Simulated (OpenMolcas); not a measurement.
# Ta⁴⁺ among point charges: CASSCF and CASPT2 levels and susceptibility

How does a field of 8 point charges split the states of Ta⁴⁺, and what χT follows?

Program: OpenMolcas 26.06. Level of theory: state-averaged CASSCF and CASPT2, spin-orbit coupling by RASSI with atomic mean-field integrals. These are calculated values, not measurements, unless marked.

## (1) The atom as given

- Species: Ta⁴⁺ (tantalum, Z = 73, 69 electrons)
- Basis: ANO-RCC-VDZP [7s6p4d2f1g], 68 functions
- Scalar Hamiltonian: DKH2, point nucleus
- Inactive shells: 1s 2s 2p 3s 3p 3d 4s 4p 4d 4f 5s 5p
- Active space: 1 electron in 5 orbitals (5d)
- Some configurations of this space: 5d
- Orbitals: optimised for each spin and parity, averaged over all roots

Outer shells as boxes (Hund's rule):

5d
```
5d [↑ ][  ][  ][  ][  ]
```

The ion sits among 8 point charges of -0.6 e arranged as a cube (Oh), 1.86 Å from the ion.

Each step is its own input file, run in one work folder so that later steps find the files of earlier ones. Labels, J, g values, rates, χT and fits are worked out afterwards by a script from the matrices that RASSI stores. The input lists half of the charges; inversion (Group=XYZ) makes the rest.

## (2) GATEWAY and SEWARD: basis and integrals

Contents of a.inp:

```
&GATEWAY
Coord
1

Ta 0.0 0.0 0.0
Basis=ANO-RCC-VDZP
Group=XYZ
NoMove
AngMom=0.0 0.0 0.0
AMFI
XField
4 Angstrom 0
1.073872 1.073872 1.073872 -0.600000
1.073872 1.073872 -1.073872 -0.600000
1.073872 -1.073872 1.073872 -0.600000
1.073872 -1.073872 -1.073872 -0.600000
&SEWARD
```

Launch:

```sh
> OMP_NUM_THREADS=1 MOLCAS_MEM=1689 MOLCAS_PROJECT=a pymolcas a.inp > a.log
```

## (3) Reference wave functions, doublets of even parity, 5 roots

Contents of a.inp:

```
&RASSCF
FileOrb=start.orb
Symmetry=1
Spin=2
nActEl=1 0 0
Inactive=15 19
Ras2=5 0
CIRoot=5 5 1
SDav=5
CIMx=300
Iter=120 100
PrWF=0.3
OrbListing=Nothing
MaxOrb=0
>>> COPY $Project.JobIph JOB001
```

start.orb holds the contracted functions of the basis, ordered by shell, or the orbitals of the step before.

## (4) State interaction with spin-orbit coupling

Contents of a.inp:

```
&RASSI
NrOfJobIphs=1 5
1 2 3 4 5
IphNames
JOB001
EJob
SpinOrbit
DIPRint=1.0
SOCoupling=1000.0
Subsets=2
Property=9
'ANGMOM' 1 'ANGMOM' 2 'ANGMOM' 3 'MLTPL  1' 1 'MLTPL  1' 2 'MLTPL  1' 3
'AMFI' 1 'AMFI' 2 'AMFI' 3
SOProperty=3
'ANGMOM' 1 'ANGMOM' 2 'ANGMOM' 3
```

## (5) CASPT2: IPEA 0.25, imaginary shift 0.1 (closed shells correlated: 4f 5s 5p)

Contents of a.inp:

```
>>> COPY JOB001 $Project.JobIph
&CASPT2
Multistate=5 1 2 3 4 5
NoMult
Frozen=14 9
IPEA=0.25
Imaginary=0.1
MaxIter=60
WThr=0.0 0.3 0.05
PrWF=0.5
NoMix
```

(Steps that only read results are left out.)

Q: Predict the outcome of this session. Wanted: spin-free ground state; first state of the same spin within the active space; lowest level; next level.

**Answer**, as computed:

```
                                            quantity                                                                           value
                                              method  SS-CASPT2, IPEA 0.25, imaginary shift 0.1 (closed shells correlated: 4f 5s 5p)
                              spin-free ground state                                                  2E, 2-fold in its orbital part
first state of the same spin within the active space                                                                2T2 at 7270 cm⁻¹
                                        lowest level                                                                       4-fold Γ8
                                          next level                                                                     9336.7 cm⁻¹
                                         χT at 300 K                                                                  0.19 cm³ K/mol
                           effective moment at 300 K                                                                         1.22 μB
```

Cost by method:

```
                                                 method  time of its own steps  time with the reference
                                              A. CASSCF                  1.6 s                    1.6 s
B. SS-CASPT2, IPEA 0.25, imaginary shift 0.1, +4f 5s 5p                 0.82 s                    2.4 s
```

Times are of one thread on a shared host.

What this shows: The spin-free ground state (2E) comes to 100 % from free-ion D terms and keeps the highest spin of the shell. χT at 300 K is 0.19, against 0.38 cm³ K/mol for the spin alone, so orbital moment lowers it. A ligand-field fit to the states below 45000 cm-1 gives 10Dq = -7265 cm-1, the gap between the two states. CASPT2 does not keep the components of a term degenerate, and the means are used. An orbital doublet at a regular site is open to a Jahn-Teller distortion, which this geometry leaves out. The field of point charges can differ much from that of real complexes. Point charges carry no covalency, so the field is a model and not that of real ligands.
